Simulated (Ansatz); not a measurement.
# Ge2H4 (singlet): the correlation ladder, cc-pVTZ

The task here is to estimate one member of a computed series from the others.

Method: cc-pVTZ, core rule «outside noble gas», up to 28 orbitals frozen; program: Ansatz 0.2.0, Gaussian basis.

To be run: UHF; CCSD(T) on RHF; CCSD(T) on UHF; BCCD(T) on RHF; CCSDT(Q) on RHF; CCSDT(Q) on UHF.

6 further runs of the same task are left out: 6 set aside as unsound or not needed.

### The system

The geometry is a PBE0/def2-TZVP stationary point (not a proven minimum) of the parent state, kept for this charge and spin. No spin-orbit coupling is included. The filled d shell of Ge may be among the frozen orbitals whatever the setting's name suggests; the logs give the count.

6 atoms, charge 0, spin multiplicity 1.

Atoms are counted from 1 here; the program's logs count them from 0.

Bond lengths: Ge1–Ge2 2.423 Å, Ge1–H3 1.540 Å, Ge1–H4 1.535 Å, Ge1–H5 1.540 Å, Ge2–H6 1.550 Å. Angles: Ge2–Ge1–H3 110.7°, Ge2–Ge1–H4 107.0°, Ge2–Ge1–H5 110.7°, H3–Ge1–H4 109.6°, H3–Ge1–H5 109.3°, H4–Ge1–H5 109.6°, Ge1–Ge2–H6 122.2°.

Coordinates:

```
Ge    0.0000   -0.0229    1.1903
Ge    0.0000    0.0409   -1.2321
H     1.2555   -0.7421    1.7164
H     0.0000    1.4326    1.6767
H    -1.2555   -0.7421    1.7164
H     0.0000   -1.2486   -2.0914
```

The first run:

File in.yaml:

```yaml
crystal:
  periodic: [false, false, false]
  atoms:
    - {symbol: Ge, position_ang: [0.000000, -0.022865, 1.190258]}
    - {symbol: Ge, position_ang: [0.000000, 0.040906, -1.232137]}
    - {symbol: H, position_ang: [1.255509, -0.742092, 1.716378]}
    - {symbol: H, position_ang: [0.000000, 1.432623, 1.676692]}
    - {symbol: H, position_ang: [-1.255509, -0.742092, 1.716378]}
    - {symbol: H, position_ang: [0.000000, -1.248594, -2.091358]}
basis:
  gaussian: {orbitals: cc-pVTZ}
magnetization: {spin_polarized: true, initial_magnetization: 0}
hamiltonian: {xc: hf}
output: {orbitals: {seedname: orbitals}}
```

Run with:

```console
$ ansatz run in.yaml --threads 1 --pin off --events-out ev --progress --plain --max-ram 4096MiB --backend cpu
```

Steps of the session up to this table: UHF; CCSD(T) on RHF; CCSD(T) on UHF; BCCD(T) on RHF; CCSDT(Q) on RHF; CCSDT(Q) on UHF.

One table of the session follows, with a row left open; its other results are not shown here.

| method | from RCCSDT(Q) (kJ/mol) |
| --- | --- |
| RHF | +716.3 |
| UHF | ? |
| RMP2 | +142.2 |
| UMP2 | +145.4 |
| RCCSD | +27.4 |
| UCCSD | +29.0 |
| RCCSD(T) | +4.8 |
| UCCSD(T) | +7.3 |
| BCCD(T) | +4.6 |
| RCCSDT | +1.1 |
| UCCSDT | +2.0 |
| RCCSDT(Q) | 0 |
| UCCSDT(Q) | +0.7 |

Q: Estimate the row for UHF from the others.

As computed: from RCCSDT(Q) (kJ/mol): +683.4. In the column «from RCCSDT(Q) (kJ/mol)» it lies between UMP2 (+145.4) and RHF (+716.3).

To keep in mind: The determinant is far from a pure spin state, so its energy mixes those of several spin states (harmless only where they are near-degenerate, as at dissociation). Restricted and unrestricted rows rest on different reference determinants; where their highest levels disagree by more than a few hundredths of an eV, they describe different states and don't form one ladder.
